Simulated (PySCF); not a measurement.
# The bond of NiSe, level by level

What are the lowest state that PBE0 finds, the bond length, vibrational wavenumber and bond energy of NiSe, and how much do these hang on the method?

The runs use PySCF 2.14.0; Ni x2c-TZVPPall, Se x2c-TZVPPall, spin-free X2C with a Gaussian nucleus.

## 1. The job

A driver script around PySCF takes these settings:

```
atoms                         : Ni, Se
charge                        : 0
basis                         : Ni x2c-TZVPPall, Se x2c-TZVPPall
Hamiltonian                   : spin-free X2C with a Gaussian nucleus
basis functions               : 112
electrons treated             : 62
masses in u                   : 57.9353, 79.9165
levels                        : PBE0, PBE, r²SCAN, r²SCAN0, PBEsol, B97-3, BP86, LC-ωPBE, HF, MP2, SCS-MP2
grid                          : 80 radial by 434 angular points
occupations                   : held fixed by the projection of orbital angular momentum
dissociation limit            : Ni + Se, each in its ground configuration
starting distance in angstrom : 2.170
values of 2S to try           : 0, 2, 4, 6
```

Run with:

```sh
$ OMP_NUM_THREADS=2 python dia.py task.json out
```

The runs that follow: PBE0 along the bond; Higher solutions at PBE0; PBE (GGA); r²SCAN (meta-GGA); r²SCAN0; PBEsol (GGA); B97-3; BP86 (GGA); LC-ωPBE; ROHF.

Before running it: what results should come out? Wanted: for each run, Re; ωe; De; μ.

**Answer**, as computed:

Lowest PBE0 solution found, without spin–orbit coupling: ³Σ⁻ (triplet), unpaired electrons π ↑↑. State 2 has its PBE0 minimum 0.09 eV higher. State 3 has its PBE0 minimum 0.16 eV higher. State 4 has its PBE0 minimum 0.21 eV higher, as a spin-mixed determinant (⟨S²⟩ = 1.01), so this is no gap between pure states. The other levels ran on the lowest alone.

```tsv
level	Re (Å)	ωe (cm⁻¹)	De (eV)	μ (D)
PBE	2.084	379	4.46	-2.85
PBEsol	2.061	394	4.99	-2.78
BP86	2.084	379	4.42	-2.83
r²SCAN	2.065	396	3.53	-3.55
PBE0	2.069	399	2.98	-4.11
r²SCAN0	2.060	407	2.37	-4.59
B97-3	2.090	386	2.72	-4.25
LC-ωPBE	2.029	440	3.37	-4.15
```

De is counted to Ni + Se in their ground configurations. A positive dipole means Ni(−)Se(+). No constants: ROHF (the points don't follow one smooth fit); ROHF-MP2 (the points don't follow one smooth fit); ROHF-SCS-MP2 (the points don't follow one smooth fit).

In words: The methods spread over 0.061 Å in bond length, from LC-ωPBE to B97-3. Among the levels with a De in the table, it runs from 2.37 eV (r²SCAN0) to 4.99 eV (PBEsol).

Correlated steps freeze 14 core orbitals. The state is the lowest single determinant that the PBE0 search found; with open d or f shells the true ground state can be another one.
